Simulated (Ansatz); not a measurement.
# GeH₅ (doublet): from Hartree-Fock to the top rungs at distance H1–H2 along a hydrogen transfer = 0.832 Å, cc-pVTZ

How much of the correlation energy of GeH₅ (doublet) does each wave-function method recover here?

Program: Ansatz 0.2.0, Gaussian basis. Level of theory: cc-pVTZ, core rule «outside noble gas», up to 14 orbitals frozen. These are calculated values, not measurements.

To be run: UHF; CCSD(T) on ROHF; CCSD(T) on UHF; BCCD(T) on ROHF; CISD; CCSDT(Q) on ROHF; CCSDT(Q) on UHF; CASSCF and NEVPT2, 3 electrons in 3 orbitals; CASSCF and NEVPT2, 9 electrons in 9 orbitals.

## Step 1: The geometry

The geometry derives from fragments relaxed apart (PBE0/def2-TZVP) and kept rigid, so it is no stationary point. A hydrogen atom is moved between rigid fragments. No spin-orbit coupling is included. The filled d shell of Ge may be among the frozen orbitals whatever the setting's name suggests; the logs give the count.

6 atoms, charge 0, spin multiplicity 2.

Atoms are counted from 1 here; the program's logs count them from 0.

Bond lengths: H1–H2 0.832 Å, Ge3–H4 1.539 Å, Ge3–H5 1.539 Å, Ge3–H6 1.539 Å. Angles: H4–Ge3–H5 111.2°, H4–Ge3–H6 111.2°, H5–Ge3–H6 111.2°.

## Step 2: UHF

Contents of in.yaml:

```yaml
crystal:
  periodic: [false, false, false]
  atoms:
    - {symbol: H, position_ang: [-2.839170, 0.000000, -0.000001]}
    - {symbol: H, position_ang: [-2.007170, 0.000000, -0.000001]}
    - {symbol: Ge, position_ang: [0.045830, 0.000000, 0.000000]}
    - {symbol: H, position_ang: [0.514498, -1.465915, 0.000000]}
    - {symbol: H, position_ang: [0.514499, 0.732957, -1.269519]}
    - {symbol: H, position_ang: [0.514498, 0.732957, 1.269520]}
basis:
  gaussian: {orbitals: cc-pVTZ}
magnetization: {spin_polarized: true, initial_magnetization: 1}
hamiltonian: {xc: hf}
output: {orbitals: {seedname: orbitals}}
```

Launch:

```console
> ansatz run in.yaml --threads 1 --pin off --events-out ev --progress --plain --max-ram 2816MiB --backend cpu
```

Further steps of the session: CCSD(T) on ROHF; CCSD(T) on UHF; BCCD(T) on ROHF; CISD; CCSDT(Q) on ROHF; CCSDT(Q) on UHF; CASSCF and NEVPT2, 3 electrons in 3 orbitals; CASSCF and NEVPT2, 9 electrons in 9 orbitals.

**Question.** What will the summary of the whole plan be? Wanted: UCCSDT(Q) below the RHF energy; RMP2 from UCCSDT(Q); UMP2 from UCCSDT(Q); RCCSD from UCCSDT(Q); RCCSD(T) from UCCSDT(Q); UCCSD(T) from UCCSDT(Q); RCCSDT(Q) from UCCSDT(Q); NEVPT2 pair from UCCSDT(Q); NEVPT2 valence from UCCSDT(Q).

As calculated:

| quantity | value |
| --- | --- |
| UCCSDT(Q) below the RHF energy | -5.2479 eV |
| RMP2 from UCCSDT(Q) | +24.03 kcal/mol |
| UMP2 from UCCSDT(Q) | +23.99 kcal/mol |
| RCCSD from UCCSDT(Q) | +3.26 kcal/mol |
| RCCSD(T) from UCCSDT(Q) | +0.67 kcal/mol |
| UCCSD(T) from UCCSDT(Q) | +0.58 kcal/mol |
| RCCSDT(Q) from UCCSDT(Q) | +0.11 kcal/mol |
| NEVPT2 pair from UCCSDT(Q) | +23.35 kcal/mol |
| NEVPT2 valence from UCCSDT(Q) | +22.22 kcal/mol |
| levels within 1 kcal/mol (43 meV) | RCCSD(T), UCCSD(T), BCCD(T), RCCSDT, UCCSDT, RCCSDT(Q) |
| T1 diagnostic | 0.019 |
| effectively unpaired electrons | 1.02 |

**Reading.** RCCSD(T) lands +0.67 kcal/mol from the yardstick (0.6 % of the correlation energy). One determinant dominates. Of the multireference levels listed NEVPT2 valence comes nearest in total energy (+22.22 kcal/mol), which doesn't show that its space is the better one. These misses are within one basis, not against nature; the frozen cores of restricted and unrestricted runs differ, which can shift their rows.
